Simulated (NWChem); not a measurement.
# GeSiH5SCl (SMILES Cl[SiH2][S][GeH3]): levels of theory compared

Aim: a comparison of 4 runs (HF/STO-3G, HF/3-21G, B3LYP/6-31G*) of GeSiH5SCl. 

The calculation is run with NWChem 7.3.0.

## 1. The structure to begin with

GeSiH5SCl has 9 atoms, charge 0, and is taken as a singlet. SMILES: `Cl[SiH2][S][GeH3]`. The coordinates come from a PBE0-D4/def2-TZVP relaxation. This is one conformer, not always the lowest.

Bond lengths: Cl1–Si2 2.048 Å, Si2–S3 2.119 Å, S3–Ge4 2.233 Å, Si2–H5 1.481 Å, Si2–H6 1.483 Å, Ge4–H7 1.531 Å, Ge4–H8 1.534 Å, Ge4–H9 1.538 Å. Some angles: Cl1–Si2–S3 108.1°, Si2–S3–Ge4 95.3°, Cl1–Si2–H5 107.8°, Cl1–Si2–H6 108.5°, S3–Si2–H5 111.6°, S3–Si2–H6 110.9°, S3–Ge4–H7 106.1°, S3–Ge4–H8 109.6°, S3–Ge4–H9 108.7°, H5–Si2–H6 109.8°.

## 2. Energy and forces at HF/STO-3G (run 1)

File run.py:

```python
from ase import Atoms
from ase.calculators.nwchem import NWChem

system = Atoms(['Cl', 'Si', 'S', 'Ge', 'H', 'H', 'H', 'H', 'H'], positions=[
    [-1.907800, 1.803000, 2.251900],
    [-1.091300, 0.417400, 0.983900],
    [0.217300, 1.428700, -0.340700],
    [1.201900, -0.422500, -1.109300],
    [-2.200500, -0.241500, 0.257200],
    [-0.354700, -0.583600, 1.793300],
    [1.691400, -0.087900, -2.521300],
    [2.369500, -0.804000, -0.189900],
    [0.162900, -1.555900, -1.142300],
])

calc = NWChem(
    label='geom',
    theory='scf',
    memory='2200 mb',
    basis='STO-3G',
    basispar='spherical bse',
    scf={'nopen': '0', 'rhf': None, 'thresh': '1e-08', 'maxiter': '80'},
)
system.calc = calc

forces = system.get_forces()
print(f"energy = {system.get_potential_energy():.6f} eV")
print("forces (eV/A):")
for s, f in zip(system.symbols, forces):
    print(f"{s:2s} {f[0]:10.5f} {f[1]:10.5f} {f[2]:10.5f}")
print("dipole (e A):", system.get_dipole_moment().round(4))
```

Started as:

```
$ export ASE_NWCHEM_COMMAND="nwchem PREFIX.nwi > PREFIX.nwo"
$ python run.py
```

Log:

```text
energy = -86753.625279 eV
forces (eV/A):
Cl   -0.52080    0.66684    0.77323
Si    0.41492   -1.98361   -0.88261
S     0.16172   -1.07986   -0.06088
Ge    0.40515   -0.51299   -0.52795
H     1.05498    0.61763    0.83468
H    -0.90354    1.02088   -0.71451
H    -0.56127   -0.58534    1.82821
H    -1.51407    0.41894   -1.23819
H     1.46296    1.43750   -0.01203
dipole (e A): [ 0.2883 -0.6212 -0.3899]
```

The calculator wrote geom.nwi:

```
title "geom"

permanent_dir geom

scratch_dir geom

start geom

geometry units angstrom nocenter noautosym noautoz
  Cl -1.9077999999999999e+00 1.8029999999999999e+00 2.2519000000000000e+00
  Si -1.0912999999999999e+00 4.1739999999999999e-01 9.8390000000000000e-01
  S  2.1729999999999999e-01 1.4287000000000001e+00 -3.4070000000000000e-01
  Ge 1.2019000000000000e+00 -4.2249999999999999e-01 -1.1093000000000000e+00
  H  -2.2004999999999999e+00 -2.4149999999999999e-01 2.5719999999999998e-01
  H  -3.5470000000000002e-01 -5.8360000000000001e-01 1.7932999999999999e+00
  H  1.6914000000000000e+00 -8.7900000000000006e-02 -2.5213000000000001e+00
  H  2.3694999999999999e+00 -8.0400000000000005e-01 -1.8990000000000001e-01
  H  1.6289999999999999e-01 -1.5559000000000001e+00 -1.1423000000000001e+00
end

memory 2200 mb

basis spherical bse noprint
   * library STO-3G
end

scf
  nopen 0
  rhf
  thresh 1e-08
  maxiter 80
end

task scf gradient
```

geom.nwo:

```text
Northwest Computational Chemistry Package (NWChem) 7.3.0
             --------------------------------------------------------

           Job information
           ---------------

    nwchem branch   = 7.3.0
    use scalapack   = T
    input           = geom.nwi
    prefix          = geom.
    data base       = geom/geom.db
    status          = startup
    nproc           =        1

           Memory information
           ------------------

[... 5 lines left out ...]
    hardfail = no
[... 138 lines left out ...]
         Quadratically convergent ROHF
[... 14 lines left out ...]
       Final RHF  results
[... 4 lines left out ...]
      Two-electron energy =   1766.267733708552
[... 59 lines left out ...]
                       ROHF Final Molecular Orbital Analysis
[... 253 lines left out ...]
                 ----------------------------------------
                 |  Time  |  1-e(secs)   |  2-e(secs)   |
                 ----------------------------------------
                 |  CPU   |       0.00   |       1.43   |
                 ----------------------------------------
                 |  WALL  |       0.00   |       1.43   |
                 ----------------------------------------

 Task  times  cpu:        4.2s     wall:        4.2s
 Total times  cpu:        4.2s     wall:        4.2s
```

Wall time 5.1 s (1 thread of AMD EPYC 9R45 (Zen 5), shared host); peak memory 0.1 GiB.

## 3. Energy and forces at HF/3-21G (run 2)

File clgeh5ssi.nw:

```
start clgeh5ssi
title "ClGeH5SSi hf"
memory total 2200 mb
charge 0

geometry units angstroms noautosym nocenter noautoz
  Cl      -1.907800       1.803000       2.251900
  Si      -1.091300       0.417400       0.983900
  S        0.217300       1.428700      -0.340700
  Ge       1.201900      -0.422500      -1.109300
  H       -2.200500      -0.241500       0.257200
  H       -0.354700      -0.583600       1.793300
  H        1.691400      -0.087900      -2.521300
  H        2.369500      -0.804000      -0.189900
  H        0.162900      -1.555900      -1.142300
end

basis spherical bse
  * library 3-21G
end

scf
  thresh 1e-08
  maxiter 80
end

task scf gradient
```

Started as:

```
$ nwchem clgeh5ssi.nw > clgeh5ssi.out
```

Log:

```text
[...]
  functions       =    71
[...]
  wavefunction    = RHF
[...]
         Total SCF energy =  -3208.543286179145
      One-electron energy =  -5456.730199976253
      Two-electron energy =   1751.121443964432
 Nuclear repulsion energy =    497.065469832675
        Time for solution =      3.1s
[...]
                         RHF ENERGY GRADIENTS
    atom               coordinates                        gradient
                 x          y          z           x          y          z
   1 Cl     -3.605219   3.407176   4.255474    0.019630  -0.028684  -0.029753
   2 Si     -2.062258   0.788772   1.859301    0.010658   0.037082   0.000142
   3 S       0.410637   2.699852  -0.643830   -0.009600  -0.023516   0.011899
   4 Ge      2.271262  -0.798409  -2.096273   -0.021285   0.017479   0.019322
   5 H      -4.158342  -0.456369   0.486038   -0.002448  -0.000528  -0.000622
   6 H      -0.670286  -1.102844   3.388846    0.000612  -0.001639   0.001707
   7 H       3.196283  -0.166107  -4.764566    0.000585   0.001277  -0.001940
   8 H       4.477706  -1.519340  -0.358859    0.001921   0.000024   0.000231
   9 H       0.307836  -2.940225  -2.158634   -0.000073  -0.001496  -0.000986
[...]
```

Run time: 5.7 s. Hardware: 1 thread of AMD EPYC 9R45 (Zen 5), shared host; peak memory 0.099 GiB.

Run 3 isn't shown in full; the table further down has it.

## 4. Energy and forces at B3LYP/6-31G(d) (Cartesian functions) (run 4)

File run.py:

```python
from ase import Atoms
from ase.calculators.nwchem import NWChem

system = Atoms('ClSiSGeHHHHH', positions=[
    [-1.907800, 1.803000, 2.251900],
    [-1.091300, 0.417400, 0.983900],
    [0.217300, 1.428700, -0.340700],
    [1.201900, -0.422500, -1.109300],
    [-2.200500, -0.241500, 0.257200],
    [-0.354700, -0.583600, 1.793300],
    [1.691400, -0.087900, -2.521300],
    [2.369500, -0.804000, -0.189900],
    [0.162900, -1.555900, -1.142300],
])

calc = NWChem(
    label='clgeh5ssi',
    theory='dft',
    memory='2200 mb',
    basis='6-31G*',
    dft={'xc': 'b3lyp', 'mult': '1', 'grid': 'fine', 'convergence': 'energy 1e-08', 'iterations': '100', 'mulliken': None},
)
system.calc = calc

forces = system.get_forces()
e = system.get_potential_energy()
print(f"E = {e:.6f} eV")
print("forces (eV/A):")
for s, f in zip(system.symbols, forces):
    print(f"{s:2s} {f[0]:10.5f} {f[1]:10.5f} {f[2]:10.5f}")
print("dipole (e A):", system.get_dipole_moment().round(4))
```

Started as:

```
$ export ASE_NWCHEM_COMMAND="nwchem PREFIX.nwi > PREFIX.nwo"
$ python run.py
```

Log:

```text
E = -87831.251630 eV
forces (eV/A):
Cl   -0.23649    0.31532    0.34473
Si   -0.03646   -0.36494   -0.03790
S     0.07220    0.42084   -0.12418
Ge    0.18013   -0.17674   -0.14655
H    -0.02864   -0.02859    0.01111
H    -0.01959   -0.01861    0.01990
H     0.04026    0.01147   -0.11349
H     0.09405   -0.05101    0.07035
H    -0.06546   -0.10768   -0.02396
dipole (e A): [ 0.2107 -0.5115 -0.2457]
```

The calculator wrote clgeh5ssi.nwi:

```
title "clgeh5ssi"

permanent_dir clgeh5ssi

scratch_dir clgeh5ssi

start clgeh5ssi

geometry units angstrom nocenter noautosym noautoz
  Cl -1.9077999999999999e+00 1.8029999999999999e+00 2.2519000000000000e+00
  Si -1.0912999999999999e+00 4.1739999999999999e-01 9.8390000000000000e-01
  S  2.1729999999999999e-01 1.4287000000000001e+00 -3.4070000000000000e-01
  Ge 1.2019000000000000e+00 -4.2249999999999999e-01 -1.1093000000000000e+00
  H  -2.2004999999999999e+00 -2.4149999999999999e-01 2.5719999999999998e-01
  H  -3.5470000000000002e-01 -5.8360000000000001e-01 1.7932999999999999e+00
  H  1.6914000000000000e+00 -8.7900000000000006e-02 -2.5213000000000001e+00
  H  2.3694999999999999e+00 -8.0400000000000005e-01 -1.8990000000000001e-01
  H  1.6289999999999999e-01 -1.5559000000000001e+00 -1.1423000000000001e+00
end

memory 2200 mb

basis noprint
   * library 6-31G*
end

dft
  xc b3lyp
  mult 1
  grid fine
  convergence energy 1e-08
  iterations 100
  mulliken
end

task dft gradient
```

clgeh5ssi.nwo:

```text
Northwest Computational Chemistry Package (NWChem) 7.3.0
             --------------------------------------------------------

           Job information
           ---------------

    nwchem branch   = 7.3.0
    use scalapack   = T
    input           = clgeh5ssi.nwi
    prefix          = clgeh5ssi.
    data base       = clgeh5ssi/clgeh5ssi.db
    status          = startup
    nproc           =        1

           Memory information
           ------------------

[... 5 lines left out ...]
    hardfail = no
[... 109 lines left out ...]
  convergence criterion.
[... 44 lines left out ...]
          Spatial weights used:  Erf1
[... 32 lines left out ...]
 1-e energy   =   -5473.461548
[... 41 lines left out ...]
           Coulomb energy =     1905.644077317875
[... 784 lines left out ...]
          Convergence on density requested:  1.00D-05
[... 30 lines left out ...]
          total energy or number of iterations.
[... 36 lines left out ...]
                 ----------------------------------------
                 |  Time  |  1-e(secs)   |  2-e(secs)   |
                 ----------------------------------------
                 |  CPU   |       0.01   |      12.95   |
                 ----------------------------------------
                 |  WALL  |       0.01   |      12.95   |
                 ----------------------------------------

 Task  times  cpu:       29.9s     wall:       29.9s
 Total times  cpu:       29.9s     wall:       29.9s
```

It took 31 s on 1 thread of AMD EPYC 9R45 (Zen 5), shared host; peak memory 0.13 GiB.

## 5. The series

| run | level | iteration cap | module | energy (Eh) | dipole moment (D) | HOMO energy (eV) | LUMO energy (eV) | wall time |
| --- | --- | --- | --- | --- | --- | --- | --- | --- |
| 1 | HF/STO-3G | 80 | scf | -3188.136951 | 3.79 | -7.48 | 8.98 | 5.1 s |
| 2 | HF/3-21G | 80 | scf | -3208.543286 | 4.87 | -10.64 | 2.48 | 5.7 s |
| 3 | B3LYP/6-31G* (spherical functions) | 100 | dft | -3227.726224 | 2.92 | -7.24 | -0.61 | 30 s |
| 4 | B3LYP/6-31G* (Cartesian functions) | 100 | dft | -3227.738990 | 2.91 | -7.24 | -0.63 | 31 s |

## 6. Outcome

| quantity | value |
| --- | --- |
| run 4: total energy | -3227.73899 Eh |
| run 4: dipole moment | 2.91 D |
| run 4: HOMO energy | -7.24 eV |
| run 4: LUMO energy | -0.63 eV |
| run 4: HOMO–LUMO gap | 6.61 eV |
| run 4: largest force on an atom | 0.524 eV/Å |

What this shows: The dipole moment (its size) runs from 2.91 D (B3LYP/6-31G*) to 4.87 D (HF/3-21G). The two ends differ in method and basis. The HOMO–LUMO gap runs from 6.61 eV (B3LYP/6-31G*) to 16.46 eV (HF/STO-3G). In run 1 the basis is minimal, so the values are rough. All runs together took 72 s, the longest 31 s.
